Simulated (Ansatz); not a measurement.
# SrRu2: from a guess to a relaxed structure

Aim: relax a trial structure of SrRu2 and see where it ends.

Method: DFT PBE, scalar-relativistic, plane waves, PAW, in Ansatz 0.2.0.

### 1 The structure to begin with

It takes space group P-3m1 (No. 164, trigonal). The conventional cell has a = 3.559 Å, b = 3.559 Å, c = 7.630 Å, α = 90.00°, β = 90.00°, γ = 120.00°. Around Sr (site symmetry -3m) lie 6 Ru at 3.50 Å and 6 Sr at 3.56 Å. Ru (site symmetry 3m) is surrounded by 3 Ru at 2.84 Å.

As a file:

```
CELL_PARAMETERS angstrom
3.55934 0.00000 0.00000
-1.77967 3.08248 0.00000
0.00000 0.00000 7.62977
ATOMIC_POSITIONS crystal
Sr 0.00000 0.00000 0.50000
Ru 0.33333 0.66667 0.87171
Ru 0.66667 0.33333 0.12829
```

Recipe of the guess: close-packed layers stacked ABC|A (P-3m1, No. 164). Its size is a rough estimate.

### 2 The guess as it stands, on a coarse mesh

input.yaml

```yaml
crystal:
  lattice:
    - [3.55934027, 0.0, 0.0]
    - [-1.77967013, 3.08247909, 0.0]
    - [0.0, 0.0, 7.62977431]
  atoms:
    - { symbol: Sr, position: [0.0, 0.0, 0.5] }
    - { symbol: Ru, position: [0.33333333, 0.66666667, 0.87171068] }
    - { symbol: Ru, position: [0.66666667, 0.33333333, 0.12828932] }
basis:
  ecutwfc: 420
kpoints:
  mp_grid: { grid: [6, 6, 2] }
hamiltonian:
  xc: pbe
scf:
  occupations: { method: gaussian, width: 0.1 }
  lower_state_search: "off"
output:
  forces: true
  stress: true
  eigenvalues: true
```

Launch:

```bash
$ ansatz run input.yaml --threads 1 --pin off --max-ram 2048MiB --backend cpu --events-out ev --progress --plain --runs-dir out
```

Further runs follow: a loose first relaxation; another rough relaxation; relaxation on the finer mesh.

**Question.** What will these runs give? Wanted: conventional cell; volume; energy over the elements; gap on the mesh.

**Answer**, as computed:

| quantity | value |
| --- | --- |
| symmetry at the end (tolerance 0.05 Å) | space group P6/mmm (No. 191) |
| conventional cell | a = 4.098 Å, b = 4.098 Å, c = 4.996 Å, α = 90.00°, β = 90.00°, γ = 120.00° |
| volume | 24.22 Å³/atom |
| energy over the elements | +0.34 eV/atom |
| gap on the mesh | none (metal) |

What this shows: The symmetry goes from space group P-3m1 (No. 164) to space group P6/mmm (No. 191), and the volume per atom shrinks by 13.2 % from the first guess. With a positive formation energy it can't be a ground state. No finished test with a distortion of lower symmetry is shown, so the end may be a saddle point.
